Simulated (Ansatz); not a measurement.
# ClF2H3OSi2: basis-set convergence

An exercise on one series of results from a longer session: the logs are not shown, and one member is left open.

Computed with Ansatz 0.2.0, Gaussian basis. Level: one geometry, several basis sets.

The runs, in order: PBE0-D4/def2-SVP; ωB97M-V/def2-SVP; PBE0-D4/def2-QZVPP; ωB97M-V/def2-QZVPP; the functionals' def2-TZVPP values are taken from earlier runs.

### Structure used throughout

All runs share one geometry, relaxed beforehand with PBE0-D4 in a triple-zeta def2 set.

SMILES `F[Si](F)(Cl)O[SiH3]`, 9 atoms, charge 0, spin multiplicity 1.

Atoms are counted from 1 here; the program's logs count them from 0.

Bond lengths: F1–Si2 1.574 Å, Si2–F3 1.574 Å, Si2–Cl4 2.011 Å, Si2–O5 1.587 Å, O5–Si6 1.645 Å, Si6–H7 1.480 Å, Si6–H8 1.482 Å, Si6–H9 1.482 Å. Angles: F1–Si2–F3 107.0°, F1–Si2–Cl4 108.9°, F1–Si2–O5 110.5°, F3–Si2–Cl4 108.9°, F3–Si2–O5 110.5°, Cl4–Si2–O5 110.9°, Si2–O5–Si6 158.2°, O5–Si6–H7 107.7°, O5–Si6–H8 109.1°, O5–Si6–H9 109.1°, H7–Si6–H8 110.4°, H7–Si6–H9 110.4°, H8–Si6–H9 110.2°.

Set-up of the first run:

in.yaml

```yaml
crystal:
  periodic: [false, false, false]
  atoms:
    - {symbol: F, position_ang: [-2.046894, -1.352671, 0.128683]}
    - {symbol: Si, position_ang: [-0.915455, -0.877508, -0.857176]}
    - {symbol: F, position_ang: [-0.051962, -2.145258, -1.210917]}
    - {symbol: Cl, position_ang: [-1.768034, -0.179570, -2.539641]}
    - {symbol: O, position_ang: [-0.014567, 0.237135, -0.174854]}
    - {symbol: Si, position_ang: [1.002290, 0.917486, 0.924522]}
    - {symbol: H, position_ang: [1.264225, 2.309306, 0.493533]}
    - {symbol: H, position_ang: [2.264819, 0.141922, 0.961357]}
    - {symbol: H, position_ang: [0.354179, 0.902857, 2.257394]}
basis:
  gaussian: {orbitals: def2-SVP}
hamiltonian: {xc: pbe0, dispersion: d4}
output: {orbitals: {seedname: orbitals}}
```

The run is started by

```bash
$ ansatz run in.yaml --threads 4 --pin off --events-out ev --progress --plain --max-ram 10444MiB
```

Steps of the session up to this table: PBE0-D4 in def2-SVP; ωB97M-V in def2-SVP; PBE0-D4 in def2-QZVPP; ωB97M-V in def2-QZVPP.

One of the session's tables, all rows but one given; the rest of the session is left out.

It belongs to the step «Functionals by basis». 

| functional | basis | HOMO (eV) | LUMO (eV) |
| --- | --- | --- | --- |
| PBE0-D4 | def2-SVP | -9.47 | 0.16 |
| PBE0-D4 | def2-TZVPP | -9.56 | -0.31 |
| PBE0-D4 | def2-QZVPP | -9.58 | -0.47 |
| ωB97M-V | def2-SVP | -11.71 | 2.09 |
| ωB97M-V | def2-TZVPP | ? | ? |
| ωB97M-V | def2-QZVPP | -11.87 | 1.02 |

Q: Estimate the row for ωB97M-V, def2-TZVPP from the others.

**Answer.** HOMO (eV): -11.84; LUMO (eV): 1.40. In the column «HOMO (eV)» it lies between ωB97M-V, def2-QZVPP (-11.87) and ωB97M-V, def2-SVP (-11.71).
